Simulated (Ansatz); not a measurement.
# AlH2IO: the cost of one run

Method: RKS BLYP/def2-SVP, in Ansatz 0.2.0.

## Step 1: Starting point

Bond lengths: O1–Al2 1.808 Å, Al2–I3 2.555 Å, O1–H4 0.938 Å, Al2–H5 1.585 Å. Angles: O1–Al2–I3 117.7°, O1–Al2–H5 121.9°, I3–Al2–H5 120.4°, Al2–O1–H4 103.4°.

As a file:

```xyz
5

O    -1.1023   -0.4628   -0.8571
Al    0.2258    0.3678    0.0460
I     2.4596   -0.8527    0.2618
H    -1.5636   -0.9279   -0.1853
H     0.0303    1.8019    0.6932
```

## Step 2: Relaxing end A

Input file input.yaml:

```yaml
crystal:
  periodic: [false, false, false]
  atoms:
    - { symbol: O, position_ang: [-1.1023, -0.4628, -0.8571] }
    - { symbol: Al, position_ang: [0.2258, 0.3678, 0.046] }
    - { symbol: I, position_ang: [2.4596, -0.8527, 0.2618] }
    - { symbol: H, position_ang: [-1.5636, -0.9279, -0.1853] }
    - { symbol: H, position_ang: [0.0303, 1.8019, 0.6932] }
basis:
  gaussian: { orbitals: def2-SVP }
hamiltonian:
  xc: blyp
relax:
  f_tol: 0.015
  max_steps: 40
```

Run with:

```sh
$ ansatz run input.yaml --threads 1 --pin off --max-ram 2048MiB --backend cpu --events-out ev --progress --plain --runs-dir out
```

Q: Estimate wall time and peak memory on 1 thread of Arm Neoverse V2, shared host.

About 17 s, with a peak of 0.13 GiB.
